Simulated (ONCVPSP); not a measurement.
# Pseudopotential generation for scandium: ONCV, PBE

Task: generate the file, and judge it by its errors in other configurations, its logarithmic derivatives, its ghosts and its cutoff.

Method: ONCVPSP 4.0.1, PBE, scalar-relativistic.

**1. Settings**

Typed settings, in words:

```json
{
 "element": "scandium (Sc, Z = 21)",
 "type": "optimised norm-conserving Vanderbilt (ONCV)",
 "frozen core": "[Ne] 3s2",
 "valence charge": "9",
 "reference configuration": "3p6 3d1 4s2",
 "partial waves": "4s: rc 3.30 bohr, ncon 5, nbas 8, qcut 2.1 1/bohr, 2 projectors, debl 3.8 Ha; 3p: rc 1.85 bohr, ncon 4, nbas 9, qcut 8.7 1/bohr, 1 projector; 3d: rc 2.50 bohr, ncon 5, nbas 9, qcut 7.6 1/bohr, 1 projector; f scattering state at 0.08 Ha: rc 2.70 bohr, ncon 4, nbas 7, qcut 4.4 1/bohr, 2 projectors, debl 3.4 Ha",
 "local potential": "polynomial inside 1.20 bohr (lpopt 5, dvloc0 0 Ha)",
 "core correction": "Teter function, fcfact 4.25, rcfact 1.65"
}
```

The outer shells as boxes (Hund's rule for the drawing; the calculation is spin-unpolarised):

```
[Ne] core
3s [↑↓]
3p [↑↓][↑↓][↑↓]
3d [↑ ][  ][  ][  ][  ]
4s [↑↓]
```

An earlier all-electron run gives the scale for the radii.

All-electron outer shells of the reference configuration (PBE, scalar-relativistic, ld1.x):

| shell | level (eV) | outermost node (bohr) | outermost maximum (bohr) |
| --- | --- | --- | --- |
| 3s | -55.04 | 0.42 | 0.92 |
| 3p | -33.63 | 0.39 | 0.97 |
| 4s | -4.18 | 1.33 | 3.14 |
| 3d | -3.23 | – | 1.10 |
| 4p | -1.47 | 1.49 | 4.03 |

**2. The generation run**

Contents of Sc.dat:

```
# ATOM AND REFERENCE CONFIGURATION
# atsym  z   nc   nv     iexc    psfile
  Sc 21.00    4    3        4      upf
#
#   n    l    f
    1    0    2.00
    2    0    2.00
    2    1    6.00
    3    0    2.00
    3    1    6.00
    3    2    1.00
    4    0    2.00
#
# PSEUDOPOTENTIAL AND OPTIMIZATION
# lmax
    3
#
#   l,   rc,      ep,       ncon, nbas, qcut
    0    3.30    0.00    5    8    2.10
    1    1.85    0.00    4    9    8.70
    2    2.50    0.00    5    9    7.60
    3    2.70    0.08    4    7    4.40
#
# LOCAL POTENTIAL
# lloc, lpopt,  rc(5),   dvloc0
    4    5    1.20    0.00
#
# VANDERBILT-KLEINMAN-BYLANDER PROJECTORs
# l, nproj, debl
    0    2    3.80
    1    1    3.30
    2    1    3.00
    3    2    3.40
#
# MODEL CORE CHARGE
# icmod, fcfact, rcfact
    3    4.25    1.65
#
# LOG DERIVATIVE ANALYSIS
# epsh1, epsh2, depsh
   -3.00    5.00    0.02
#
# OUTPUT GRID
# rlmax, drl
    6.00    0.01
#
# TEST CONFIGURATIONS
# ncnf
    4
# nvcnf
#   n    l    f
    3
    3    1    6.00
    3    2    1.00
    4    0    1.00
#
    3
    3    1    6.00
    3    2    1.00
    4    0    0.00
#
    3
    3    1    6.00
    3    2    0.00
    4    0    0.00
#
    3
    3    1    6.00
    3    2    2.00
    4    0    0.00
#
```

The run is started by

```
oncvpsp.x < Sc.dat > Sc.out
```

Before running it: what results should come out? Wanted: cutoffs for 1 and 0.1 mHa per electron, occupied waves; bound ghosts; GHOST(+) flags; largest test error; largest phase difference near zero energy, channels read; rms error of d²Exc/dn², without and with the model core.

The runs gave:

| quantity | value |
| --- | --- |
| cutoffs for 1 and 0.1 mHa per electron, occupied waves | 19 Ha and 22 Ha |
| bound ghosts | f at -1005.49 eV |
| GHOST(+) flags | s at 12 eV |
| largest test error (AE − PS) | -24 meV, for 3p6 3d2 4s0 (2 tests unsolved) |
| largest phase difference near zero energy, channels read | 0.048 rad |
| rms error of d²Exc/dn², without and with the model core | 4.27 and 2.26 mHa |

A bound ghost (f) makes it unfit for use: electrons can fall into a state that the atom doesn't have. The worst unpolarised test, 3p6 3d2 4s0, is off by 24 meV on 7.6 eV; by total energies transferability rates as good where solved. Atomic tests can pass in spite of a ghost, since they solve only for the levels asked. Of the tests 2 gave no usable energy difference, which is a warning in itself. It counts as of middling hardness, with 19 Ha needed at the looser tolerance. Near zero energy the largest phase difference among the channels read is 0.05 rad, in the s channel. The program also flags highly localised states, GHOST(+) (s). All of this concerns the isolated atom, not yet a solid.
